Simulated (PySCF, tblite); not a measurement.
**C₄H₇N₃O₂Si: geometry, infrared bands and NMR shifts**

Wanted: the infrared bands and NMR shifts of C₄H₇N₃O₂Si (`COc1ncnnc1O[SiH3]`), by calculation.

Programs: tblite 0.8.0 and PySCF 2.14.0, with density-fitted response routines of our own. Each step states its level of theory. These are calculated values for one molecule in the gas phase, unless marked as measured. Atoms count from 0, in the outputs and in this text.

## Step 1: The starting structure

17 atoms, charge 0, multiplicity 1; geometry from: force field or distance geometry start.

Bonds of the start (Å): C0–O1 1.41, O1–C2 1.37, C2–N3 1.37, N3–C4 1.33, C4–N5 1.35, N5–N6 1.36, N6–C7 1.35, C7–O8 1.37, O8–Si9 1.65, C7–C2 1.39, C0–H10 1.10, C0–H11 1.09, C0–H12 1.11, C4–H13 1.08, Si9–H14 1.48, Si9–H15 1.48, Si9–H16 1.49.

## Step 2: Geometry optimisation with GFN2-xTB

The job: settings as JSON, then the geometry in Å.

```
{"job": {"kind": "relax", "xc": "GFN2-xTB", "basis": "xTB"}, "charge": 0, "multiplicity": 1}
C     -2.061300    -2.068500     0.087400
O     -0.752600    -1.534800     0.070000
C     -0.693800    -0.163200    -0.001300
N     -1.859200     0.545200    -0.077100
C     -1.698300     1.865800    -0.140300
N     -0.520200     2.518800    -0.169200
N      0.632400     1.799000    -0.104900
C      0.547500     0.456900    -0.015600
O      1.689500    -0.305700     0.048600
Si     3.261500     0.180600     0.050500
H     -2.601200    -1.828400    -0.842900
H     -1.998300    -3.158300     0.158500
H     -2.636000    -1.714000     0.971700
H     -2.586200     2.477000    -0.204200
H      4.138000    -1.005500     0.137800
H      3.585700     0.897300    -1.202400
H      3.545500     1.049800     1.223500
```

Started as:

```sh
OMP_NUM_THREADS=1 python probes_run.py task.json out
```

The driver reads the jobs from task.json and runs them one after another.

**Question.** This job is followed by: GFN2-xTB harmonic vibrations, gas phase; GIAO PBE0/pcSseg-1 NMR shielding, non-relativistic, gas phase. What will the session give for the following? strongest single infrared mode (GFN2-xTB); zero-point energy (GFN2-xTB); 13C shifts against TMS (PBE0/pcSseg-1); 1H shifts against TMS (PBE0/pcSseg-1, means over atoms taken as alike); 17O shifts against H2O (PBE0/pcSseg-1); 15N shifts against NH3 (PBE0/pcSseg-1); 29Si shifts against TMS (PBE0/pcSseg-1).

As calculated:

```
                                                              quantity                          value
                             strongest single infrared mode (GFN2-xTB)          1476 cm⁻¹, 483 km/mol
                                          zero-point energy (GFN2-xTB)                  70.4 kcal/mol
                                13C shifts against TMS (PBE0/pcSseg-1)  162.4, 160.8, 156.3, 55.7 ppm
1H shifts against TMS (PBE0/pcSseg-1, means over atoms taken as alike)           9.06, 5.19, 4.23 ppm
                                17O shifts against H2O (PBE0/pcSseg-1)               131.9, 109.9 ppm
                                15N shifts against NH3 (PBE0/pcSseg-1)        401.1, 387.3, 291.3 ppm
                               29Si shifts against TMS (PBE0/pcSseg-1)                      -37.9 ppm
```

The optimisation took 52 steps and gained 0.478 eV; among the close pairs (by a distance rule), C7–O8 changed most, from 1.375 to 1.313 Å. No mode is imaginary among the 45: a minimum at this level. The strongest single mode, at 1476 cm⁻¹, has its largest shares on C2, C7 and N3 (the list is cut at 3 atoms). GFN2-xTB is a fitted tight-binding method: band positions and strengths are rough. Its intensities can rank the bands wrongly. NICS(1)zz of -22 ppm above the planar ring from C2 marks a diatropic (aromatic) ring current.
